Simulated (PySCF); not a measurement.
# Cl4Zn2 ((ClZn-mu-Cl)2): the cost of one run

The runs use PySCF 2.14.0, with density-fitted response routines of our own; the level of theory stands in each step. All values are computed, except where a source is named. Atoms count from 0, in the outputs and in this text.

**1. The molecule as given**

6 atoms, charge 0, multiplicity 1; geometry from: GFN2-xTB. The atoms were then displaced at random by about 0.03 Å, so the start is not that level's minimum.

Bonds of the start (Å): Zn0–Cl1 2.04, Zn0–Cl2 2.45, Zn0–Cl5 2.32, Cl2–Zn3 2.44, Zn3–Cl4 2.07, Zn3–Cl5 2.24.

**2. Optimising the geometry at PBE0-D3(BJ)/def2-SVP**

Job settings and geometry (Å):

```
{"job": {"xc": "PBE0", "basis": "def2-SVP", "d3": "d3bj", "grid": 1, "maxiter": 40, "shake": 0.03, "kind": "geom"}, "charge": 0, "multiplicity": 1}
Zn    -0.021340    -1.664960     0.158650
Cl    -0.205930    -3.689790     0.310990
Cl    -1.596770     0.013720    -0.683720
Zn     0.176450     1.596840    -0.136690
Cl     0.191150     3.652440    -0.389900
Cl     1.519570    -0.004280     0.671410
```

Run with:

```sh
> OMP_NUM_THREADS=1 python probes_run.py task.json out
```

One launch serves the whole session: the jobs run in the order shown.

**Question.** How long does this first job take on 1 thread of Arm Neoverse V1, shared host, and how much memory does it need?

About 86 s, with a peak of 0.67 GiB.
